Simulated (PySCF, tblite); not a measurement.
# C8H9ClSi: geometry, infrared bands and NMR shifts

Aim: predict the infrared bands and NMR shifts of C8H9ClSi (`C#C/C=C1\[SiH2]C(=C)C[C@H]1Cl`).

The runs use tblite 0.8.0 and PySCF 2.14.0, with density-fitted response routines of our own; the level of theory stands in each step. All values are computed, except where a source is named. Atoms count from 0, in the outputs and in this text.

**1. The starting structure**

19 atoms, charge 0, multiplicity 1; geometry from: force field or distance geometry start.

Bonds of the start (Å): C0–C1 1.21, C1–C2 1.41, C2–C3 1.36, C3–Si4 1.87, Si4–C5 1.88, C5–C6 1.34, C5–C7 1.51, C7–C8 1.55, C8–Cl9 1.79, C8–C3 1.52, C0–H10 1.06, C2–H11 1.09, Si4–H12 1.48, Si4–H13 1.49, C6–H14 1.09, C6–H15 1.09, C7–H16 1.10, C7–H17 1.11, C8–H18 1.10.

**2. Optimising the geometry with GFN2-xTB**

Job settings and geometry (Å):

```
{"job": {"kind": "relax", "xc": "GFN2-xTB", "basis": "xTB"}, "charge": 0, "multiplicity": 1}
C      4.112600    -0.592500    -0.208900
C      2.994600    -0.974000     0.046100
C      1.704700    -1.452200     0.374900
C      0.567900    -0.747800     0.134300
Si     0.393000     0.968500    -0.575100
C     -1.428700     1.113100    -0.122700
C     -2.295500     2.025500    -0.578800
C     -1.741400    -0.030800     0.817800
C     -0.817200    -1.242700     0.514300
Cl    -1.483300    -2.233700    -0.824800
H      5.081400    -0.247700    -0.445200
H      1.631500    -2.442300     0.819000
H      1.195600     1.969900     0.171000
H      0.588800     0.991700    -2.055400
H     -2.009500     2.816700    -1.265900
H     -3.340700     2.004200    -0.254400
H     -1.567300     0.303600     1.847800
H     -2.805800    -0.326600     0.750700
H     -0.790600    -1.893700     1.395200
```

The run is started by

```bash
> OMP_NUM_THREADS=1 python probes_run.py task.json out
```

The driver reads the jobs from task.json and runs them one after another.

The program printed:

```text
step      E/eV     max force
  0    -758.35713    1.117
  1    -758.40421    1.045
  2    -758.42499    1.562
  3    -758.44356    0.642
  4    -758.45820    0.298
  5    -758.46812    0.250
  6    -758.47472    0.307
  7    -758.48075    0.166
  8    -758.48477    0.165
  9    -758.48753    0.131
 10    -758.48988    0.091
 11    -758.49155    0.081
 12    -758.49280    0.079
 13    -758.49402    0.085
 14    -758.49530    0.082
 15    -758.49628    0.058
 16    -758.49686    0.046
 17    -758.49734    0.053
 18    -758.49797    0.063
 19    -758.49874    0.073
 20    -758.49941    0.058
 21    -758.49990    0.052
 22    -758.50034    0.051
 23    -758.50084    0.051
 24    -758.50137    0.053
 25    -758.50183    0.048
 26    -758.50219    0.045
 27    -758.50251    0.039
 28    -758.50282    0.040
 29    -758.50311    0.040
 30    -758.50338    0.036
 31    -758.50367    0.041
 32    -758.50398    0.046
 33    -758.50427    0.034
 34    -758.50449    0.035
 35    -758.50467    0.034
 36    -758.50486    0.040
 37    -758.50508    0.040
 38    -758.50534    0.046
 39    -758.50559    0.047
 40    -758.50579    0.038
 41    -758.50593    0.022
 42    -758.50602    0.021
 43    -758.50610    0.026
 44    -758.50618    0.026
 45    -758.50624    0.018
 46    -758.50629    0.014
 47    -758.50633    0.016
 48    -758.50637    0.016
 49    -758.50641    0.015
 50    -758.50644    0.015
 51    -758.50647    0.012
 52    -758.50651    0.019
 53    -758.50655    0.021
 54    -758.50659    0.016
 55    -758.50662    0.013
 56    -758.50664    0.012
 57    -758.50666    0.011
 58    -758.50668    0.014
 59    -758.50670    0.014
 60    -758.50673    0.018
 61    -758.50678    0.025
 62    -758.50684    0.025
 63    -758.50690    0.017
 64    -758.50695    0.013
 65    -758.50697    0.014
 66    -758.50701    0.016
 67    -758.50705    0.022
 68    -758.50711    0.018
 69    -758.50714    0.011
 70    -758.50717    0.009
```

Run time: 1.1 s. Hardware: 1 thread of Arm Neoverse N1, shared host; peak memory 0.18 GiB.

The steps of the relaxation: (not every step is listed)

| step | energy from step 0 (eV) | largest force (eV/Å) |
| --- | --- | --- |
| 0 | 0.0000 | 1.1171 |
| 1 | -0.0471 | 1.0453 |
| 2 | -0.0679 | 1.5620 |
| 3 | -0.0864 | 0.6425 |
| 4 | -0.1011 | 0.2978 |
| 5 | -0.1110 | 0.2504 |
| 6 | -0.1176 | 0.3070 |
| 7 | -0.1236 | 0.1660 |
| 8 | -0.1276 | 0.1647 |
| 13 | -0.1369 | 0.0849 |
| 18 | -0.1408 | 0.0635 |
| 23 | -0.1437 | 0.0515 |
| 28 | -0.1457 | 0.0396 |
| 33 | -0.1471 | 0.0343 |
| 38 | -0.1482 | 0.0458 |
| 43 | -0.1490 | 0.0256 |
| 48 | -0.1492 | 0.0162 |
| 53 | -0.1494 | 0.0212 |
| 58 | -0.1495 | 0.0139 |
| 63 | -0.1498 | 0.0168 |
| 65 | -0.1498 | 0.0136 |
| 66 | -0.1499 | 0.0163 |
| 67 | -0.1499 | 0.0217 |
| 68 | -0.1500 | 0.0185 |
| 69 | -0.1500 | 0.0112 |
| 70 | -0.1500 | 0.0087 |

Distances of close pairs at the start and the end, largest changes first:

| bond | before (Å) | after (Å) | change (Å) |
| --- | --- | --- | --- |
| Si4–H13 | 1.493 | 1.461 | -0.032 |
| C7–C8 | 1.554 | 1.523 | -0.031 |
| C3–C8 | 1.519 | 1.492 | -0.027 |
| C2–C3 | 1.359 | 1.336 | -0.023 |
| C3–Si4 | 1.865 | 1.888 | +0.023 |
| Si4–H12 | 1.484 | 1.465 | -0.020 |
| C8–Cl9 | 1.794 | 1.812 | +0.018 |
| C7–H17 | 1.107 | 1.091 | -0.016 |

The final coordinates are the input of the step that follows.

**3. Infrared spectrum with GFN2-xTB**

Job settings and geometry (Å):

```
{"job": {"kind": "ir", "xc": "GFN2-xTB", "basis": "xTB"}, "charge": 0, "multiplicity": 1}
C      4.065843    -0.624808    -0.185735
C      2.951187    -0.976019     0.094508
C      1.660237    -1.419555     0.430712
C      0.559714    -0.706540     0.175694
Si     0.411520     0.995161    -0.628894
C     -1.407909     1.096862    -0.124955
C     -2.327986     1.948585    -0.547504
C     -1.707977    -0.021820     0.840011
C     -0.806755    -1.204399     0.510627
Cl    -1.447109    -2.011218    -0.979982
H      5.035620    -0.312114    -0.434755
H      1.611033    -2.390804     0.914919
H      1.257247     1.981184     0.048123
H      0.624536     0.987338    -2.074590
H     -2.085851     2.743106    -1.232968
H     -3.358118     1.894925    -0.226081
H     -1.465041     0.311498     1.854868
H     -2.760872    -0.307468     0.820443
H     -0.819123    -1.974663     1.285498
```

The program printed:

```text
mode    cm-1     km/mol
  1      40.7      0.11
  2      68.4      0.36
  3      81.7      0.69
  4      92.6      1.07
  5     171.6      1.08
  6     236.9      1.25
  7     279.6      0.42
  8     309.4      0.57
  9     335.4      2.40
 10     354.7      2.84
 11     377.9      4.59
 12     412.6      1.75
 13     490.2     40.45
 14     524.1     10.92
 15     550.2     40.11
 16     592.1     36.25
 17     622.5     30.40
 18     632.6     54.04
 19     635.8     26.15
 20     667.2      2.21
 21     673.0    159.50
 22     689.6     46.01
 23     722.8     49.50
 24     771.2    211.30
 25     845.9     10.08
 26     912.4     24.09
 27     928.7      6.39
 28     956.2      2.52
 29    1018.3      4.52
 30    1056.1      0.43
 31    1117.8      5.67
 32    1143.9      5.38
 33    1173.5     15.36
 34    1197.0     18.24
 35    1227.1      5.02
 36    1286.5      2.56
 37    1298.8      0.37
 38    1420.5      0.33
 39    1452.3      9.02
 40    1649.6     25.75
 41    1700.0      3.97
 42    2246.3      1.57
 43    2252.0    358.31
 44    2282.5    213.54
 45    2928.7     22.19
 46    2936.7     26.98
 47    2984.8     26.09
 48    2997.3     40.40
 49    3064.8     47.82
 50    3112.6     31.65
 51    3395.9      5.16
```

Run time: 1.7 s. Hardware: 1 thread of Arm Neoverse N1, shared host; peak memory 0.18 GiB.

Which atoms move in the most intense modes:

| cm⁻¹ | km/mol | atoms |
| --- | --- | --- |
| 633 | 54.0 | C8 19 %, Si4 19 %, H10 15 % |
| 673 | 159.5 | Si4 19 %, H10 15 %, C8 12 %, H13 10 % |
| 690 | 46.0 | H14 32 %, H15 27 % |
| 723 | 49.5 | C8 20 %, C2 11 % |
| 771 | 211.3 | H12 46 %, H13 45 % |
| 2252 | 358.3 | H12 95 % |
| 2282 | 213.5 | H13 95 % |
| 3065 | 47.8 | H15 89 % |

**4. NMR shieldings: PBE0/pcSseg-1**

Same as in step 3 but for these lines:

```diff
@@ -1,2 +1,2 @@
-{"job": {"kind": "ir", "xc": "GFN2-xTB", "basis": "xTB"}, "charge": 0, "multiplicity": 1}
+{"job": {"kind": "nmr", "xc": "PBE0", "basis": "pcSseg-1"}, "charge": 0, "multiplicity": 1}
 C      4.065843    -0.624808    -0.185735
```

With the program's defaults for keys left out, this is: GIAO PBE0/pcSseg-1 NMR shielding, non-relativistic, gas phase.

The program printed:

```text
coarse grid: 17520 points
cycle   1  E = -1059.0127939801  dE =  1.438e+00  |g| = 4.642e-01  |ddm| = 4.357e+00
cycle   2  E = -1059.0152181042  dE = -2.424e-03  |g| = 4.686e-01  |ddm| = 1.096e+00
cycle   3  E = -1059.0702509647  dE = -5.503e-02  |g| = 6.890e-02  |ddm| = 5.737e-01
cycle   4  E = -1059.0711219641  dE = -8.710e-04  |g| = 3.593e-02  |ddm| = 1.105e-01
cycle   5  E = -1059.0713951449  dE = -2.732e-04  |g| = 1.686e-02  |ddm| = 5.174e-02
cycle   6  E = -1059.0714651962  dE = -7.005e-05  |g| = 4.065e-03  |ddm| = 1.823e-02
cycle   7  E = -1059.0714692008  dE = -4.005e-06  |g| = 1.442e-03  |ddm| = 4.551e-03
final grid: 161688 points
cycle   8  E = -1059.1325596460  dE = -4.314e-05  |g| = 8.279e-03  |ddm| = 5.096e-02
cycle   9  E = -1059.1325487275  dE =  1.092e-05  |g| = 1.045e-02  |ddm| = 1.963e-02
cycle  10  E = -1059.1325756039  dE = -2.688e-05  |g| = 2.648e-03  |ddm| = 1.276e-02
cycle  11  E = -1059.1325773003  dE = -1.696e-06  |g| = 4.892e-04  |ddm| = 2.745e-03
cycle  12  E = -1059.1325773547  dE = -5.446e-08  |g| = 1.320e-04  |ddm| = 5.384e-04
cycle  13  E = -1059.1325773580  dE = -3.276e-09  |g| = 6.861e-05  |ddm| = 1.778e-04
cycle  14  E = -1059.1325773591  dE = -1.125e-09  |g| = 2.122e-05  |ddm| = 7.469e-05
cycle  15  E = -1059.1325773592  dE = -1.110e-10  |g| = 6.292e-06  |ddm| = 2.353e-05
converged SCF energy = -1059.1325773592

GIAO shielding tensors (ppm)
atom      isotropic    diamagn.    paramagn.     s11        s22        s33       span
  0 C       92.192     259.067    -166.875     38.699     45.202    192.676    153.977
  1 C       98.926     252.266    -153.340     -0.967      0.638    297.108    298.075
  2 C       57.414     253.755    -196.341    -50.915     72.828    150.330    201.246
  3 C       19.744     261.932    -242.188    -96.118     13.647    141.703    237.821
  4 Si     407.331     881.046    -473.715    376.129    391.514    454.352     78.223
  5 C       34.548     263.317    -228.769    -72.926     22.445    154.125    227.051
  6 C       49.071     249.145    -200.073    -72.757     63.463    156.508    229.265
  7 C      133.897     247.025    -113.128    115.341    138.828    147.523     32.183
  8 C      114.757     245.140    -130.383     99.842    117.542    126.886     27.044
  9 Cl     694.828    1147.439    -452.610    377.810    682.363   1024.311    646.501
 10 H       28.623      33.933      -5.309     24.726     25.193     35.952     11.226
 11 H       25.100      28.165      -3.065     21.775     24.102     29.423      7.648
 12 H       26.912      29.472      -2.560     23.206     25.759     31.772      8.566
 13 H       26.846      29.200      -2.354     24.045     24.894     31.598      7.553
 14 H       25.634      29.375      -3.741     21.961     24.174     30.767      8.806
 15 H       25.258      28.925      -3.668     21.350     24.493     29.930      8.580
 16 H       28.759      30.050      -1.292     24.952     27.055     34.268      9.316
 17 H       28.937      31.213      -2.276     25.080     28.278     33.452      8.373
 18 H       26.894      31.236      -4.342     23.568     25.312     31.803      8.235
```

It took 86 s on 1 thread of Arm Neoverse N1, shared host; peak memory 1.1 GiB.

Shifts follow as δ = σ(reference) − σ, with reference shieldings (ppm) from runs at the same level and on the same kind of geometry: ¹H TMS 31.72, ¹³C TMS 186.9, ²⁹Si TMS 349.2, ³⁵Cl HCl 950. The references are single molecules in the gas phase.

| atoms | environment | σ (ppm) | δ (ppm) | δ scaled to CDCl3 |
| --- | --- | --- | --- | --- |
| C3 | fully substituted alkene carbon | 19.7 | 167.2 | 161.3 |
| C5 | fully substituted alkene carbon | 34.5 | 152.4 | 146.8 |
| C6 | terminal =CH2 carbon | 49.1 | 137.9 | 132.6 |
| C2 | alkene CH | 57.4 | 129.5 | 124.5 |
| C0 | terminal alkyne carbon | 92.2 | 94.7 | 90.5 |
| C1 | alkyne carbon | 98.9 | 88.0 | 84.0 |
| C8 | allylic sp3 CH bonded to Cl | 114.8 | 72.2 | 68.5 |
| C7 | allylic sp3 CH2 | 133.9 | 53.0 | 49.8 |
| H11 | hydrogen on an alkene CH | 25.10 | 6.62 | 6.34 |
| H15 | hydrogen on a terminal =CH2 carbon | 25.26 | 6.46 | 6.20 |
| H14 | hydrogen on a terminal =CH2 carbon | 25.63 | 6.08 | 5.84 |
| H13 | hydrogen on a silicon bonded to 2 C, in a 5-membered ring | 26.85 | 4.87 | – |
| H18 | hydrogen on an allylic sp3 CH bonded to Cl | 26.89 | 4.82 | 4.65 |
| H12 | hydrogen on a silicon bonded to 2 C, in a 5-membered ring | 26.91 | 4.80 | – |
| H10 | hydrogen on a terminal alkyne carbon | 28.62 | 3.09 | 3.02 |
| H16 | hydrogen on an allylic sp3 CH2 | 28.76 | 2.96 | 2.89 |
| H17 | hydrogen on an allylic sp3 CH2 | 28.94 | 2.78 | 2.73 |
| Si4 | silicon bonded to 2 C, 2 H, in a 5-membered ring | 407.3 | -58.2 | – |
| Cl9 | chlorine bonded to C | 695 | 255 | – |

The scaled column applies a straight-line fit of computed shieldings to shifts measured in CDCl3, with any fitted terms for Cl, Br or S neighbours (root-mean-square error 0.16 ppm for H, 1.9 ppm for C).

Charges from the same density, by scheme (e):

| atoms | Mulliken | IAO | Hirshfeld | ESP fit |
| --- | --- | --- | --- | --- |
| C0 | -0.34 | -0.22 | -0.10 | -0.44 |
| C1 | 0.27 | -0.03 | -0.04 | 0.09 |
| C2 | -0.04 | -0.14 | -0.03 | -0.23 |
| C3 | -0.38 | -0.25 | -0.09 | 0.01 |
| Si4 | 0.79 | 0.73 | 0.32 | 0.42 |
| C5 | -0.57 | -0.25 | -0.09 | -0.03 |
| C6 | -0.05 | -0.29 | -0.09 | -0.48 |
| C7 | -0.04 | -0.26 | -0.08 | -0.17 |
| C8 | -0.25 | -0.08 | 0.01 | -0.23 |
| Cl9 | -0.09 | -0.13 | -0.07 | -0.13 |

Mayer bond orders: C0–C1 2.36, C1–C2 1.14, C2–C3 1.79, C3–Si4 0.83, Si4–C5 0.84, C5–C6 2.02, C5–C7 0.99, C7–C8 1.00, C8–Cl9 1.01, C8–C3 0.97.

Ring of atoms C3, Si4, C5, C7, C8: NICS(0) -0.7, NICS(1) -3.2, NICS(1)zz -2.3 ppm (means of both faces).

**5. What came out**

| quantity | value |
| --- | --- |
| strongest single infrared mode (GFN2-xTB) | 2252 cm⁻¹, 358 km/mol |
| zero-point energy (GFN2-xTB) | 84.2 kcal/mol |
| ¹³C shifts against TMS (PBE0/pcSseg-1) | 167.2, 152.4, 137.9, 129.5, 94.7, 88.0, 72.2, 53.0 ppm |
| ¹H shifts against TMS (PBE0/pcSseg-1) | 6.62, 6.46, 6.08, 4.87, 4.82, 4.80, 3.09, 2.96, 2.78 ppm |
| ²⁹Si shifts against TMS (PBE0/pcSseg-1) | -58.2 ppm |
| ³⁵Cl shifts against HCl (PBE0/pcSseg-1) | 255 ppm |

The optimisation took 70 steps and gained 0.150 eV; among the close pairs (by a distance rule), Si4–H13 changed most, from 1.493 to 1.461 Å. No mode is imaginary among the 51: a minimum at this level. The strongest single mode, at 2252 cm⁻¹, moves mainly H12. GFN2-xTB is a fitted tight-binding method: band positions and strengths are rough. Its intensities can rank the bands wrongly. H11 (hydrogen on an alkene CH) lies farthest downfield among hydrogen, at 6.62 ppm; olefinic region. At PBE0/pcSseg-1: The largest span, 647 ppm, is at Cl9, where the paramagnetic term is -453 ppm.
